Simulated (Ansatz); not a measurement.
# BaNd3Si: the cost of one run

Program: Ansatz 0.2.0. Level of theory: DFT PBE, scalar-relativistic, plane waves, PAW; 4f electrons in the core of a trivalent norm-conserving potential. These are calculated values, not measurements.

### Step 1. The starting structure

The structure is cubic, space group Pm-3m (No. 221). The conventional cell has a = 5.239 Å, b = 5.239 Å, c = 5.239 Å, α = 90.00°, β = 90.00°, γ = 90.00°. Around Ba (site symmetry m-3m) lie 6 Nd at 2.62 Å. Nd (site symmetry 4/mmm) has 2 Ba at 2.62 Å and 8 Nd at 3.70 Å and 4 Si at 3.70 Å as nearest neighbours. Around Si (site symmetry m-3m) lie 12 Nd at 3.70 Å.

Coordinates:

```
CELL_PARAMETERS angstrom
5.23912 0.00000 0.00000
0.00000 5.23912 0.00000
0.00000 0.00000 5.23912
ATOMIC_POSITIONS crystal
Ba 0.00000 0.00000 0.00000
Nd 0.50000 0.00000 0.00000
Nd 0.00000 0.50000 0.00000
Nd 0.00000 0.00000 0.50000
Si 0.50000 0.50000 0.50000
```

Recipe of the guess: random cell by space group and Wyckoff sites (Pm-3m, No. 221). Lengths come from tabulated atomic sizes and are only a guess.

### Step 2. A first look at the guess

Contents of input.yaml:

```yaml
crystal:
  lattice:
    - [5.23911855, 0.0, 0.0]
    - [0.0, 5.23911855, 0.0]
    - [0.0, 0.0, 5.23911855]
  atoms:
    - { symbol: Ba, position: [0.0, 0.0, 0.0] }
    - { symbol: Nd, position: [0.5, 0.0, 0.0] }
    - { symbol: Nd, position: [0.0, 0.5, 0.0] }
    - { symbol: Nd, position: [0.0, 0.0, 0.5] }
    - { symbol: Si, position: [0.5, 0.5, 0.5] }
basis:
  ecutwfc: 660
kpoints:
  mp_grid: { grid: [4, 4, 4] }
hamiltonian:
  xc: pbe
  pseudopotentials:
    kind: paw
    azcp: { Nd: "pseudopotentials/pbe/nc/lanthanide_3plus/Nd.nc.azcp" }
scf:
  occupations: { method: gaussian, width: 0.1 }
  lower_state_search: "off"
output:
  forces: true
  stress: true
  eigenvalues: true
```

Run with:

```sh
ansatz run input.yaml --threads 1 --pin off --max-ram 2560MiB --backend cpu --events-out ev --progress --plain --runs-dir out
```

What time and memory should one allow on 1 thread of Intel Xeon Platinum 8375C at 2.90GHz (Ice Lake), shared host?

About 4.8 s, with a peak of 0.47 GiB.
